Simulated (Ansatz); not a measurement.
Working through a comparison of functionals at one structure of Zn₂CdN₂, space group P-3m1

With the Ansatz DFT code, driven from Python.

Contents of `zn2cdn2.cif`:
```cif
data_Zn2CdN2
_cell_length_a 3.468469
_cell_length_b 3.468469
_cell_length_c 6.111301
_cell_angle_alpha 90.00000
_cell_angle_beta 90.00000
_cell_angle_gamma 120.00000
_symmetry_space_group_name_H-M 'P 1'
_symmetry_Int_Tables_number 1
loop_
_symmetry_equiv_pos_as_xyz
'x, y, z'
loop_
_atom_site_label
_atom_site_type_symbol
_atom_site_fract_x
_atom_site_fract_y
_atom_site_fract_z
Zn1 Zn    0.666667    0.333333    0.148130
Zn2 Zn    0.333333    0.666667    0.851870
Cd3 Cd    0.000000    0.000000    0.500000
N4 N    0.666667    0.333333    0.766063
N5 N    0.333333    0.666667    0.233937
```

Notebook, run cell by cell (the value of a cell's last expression is shown):

```python
import warnings

import ansatz as az
from ase.io import read
```

```python
FILLING = "fermi_dirac"
SMEARING_WIDTH = 0.1
MESH = (12, 12, 4)
```

```python
warnings.simplefilter("ignore", az.DeckWarning)
```

```python
atoms = read("zn2cdn2.cif")
structure = az.Crystal.from_ase(atoms)
```

```python
base = (
    structure.calculation()
    .occupations(FILLING, width=SMEARING_WIDTH)
    .kpoints(*MESH)
    .pseudopotentials("paw")
    .forces()
    .stress()
)

rows = []
for value in ["pbesol", "revpbe", "blyp"]:
    r = base.functional(value).run().report
    rows.append((value, r["free_energy_ev"] / len(r["lattice"]["sites"]), r["n_iterations"], sum(r["stress_gpa"][i][i] for i in range(3)) / 3, max(abs(f) for row in r["forces_ev_ang"] for f in row), r["n_kpoints"]))
```

```python
print("  functional   F/atom (eV)    iterations       P (GPa)  max component (eV/A)      k-points")
for row in rows:
    print(f"{str(row[0]):>12s}  {row[1]:12.5f}  {row[2]:12d}  {row[3]:12.3f}  {row[4]:20.4f}  {row[5]:12d}")
```

      functional   F/atom (eV)    iterations       P (GPa)  max component (eV/A)      k-points
          pbesol   -3100.31921             8        -7.196                0.0733            69
          revpbe   -3134.92367             8         1.862                0.0273            69
            blyp   -3139.20750             8         5.037                0.0436            69

From lowest to highest: PBEsol (-7.2 GPa), revPBE (1.9 GPa) and BLYP (5.0 GPa). At a fixed cell a lower pressure usually means a smaller equilibrium volume, so PBEsol prefers the smallest cell and BLYP the largest.

Reading the output:
- BLYP can be off by several per cent in the lattices of metals, and by several GPa in the pressure at a fixed cell.
- Pressure is positive in compression.
- This cell is a computed structure, which may not be the phase found in nature.
- Total energies of different functionals can't be compared; pressures, moments and gaps at this one structure can.
- It ran for 27 s on 1 thread of Arm Neoverse V1 (shared host), peak memory 0.53 GiB.
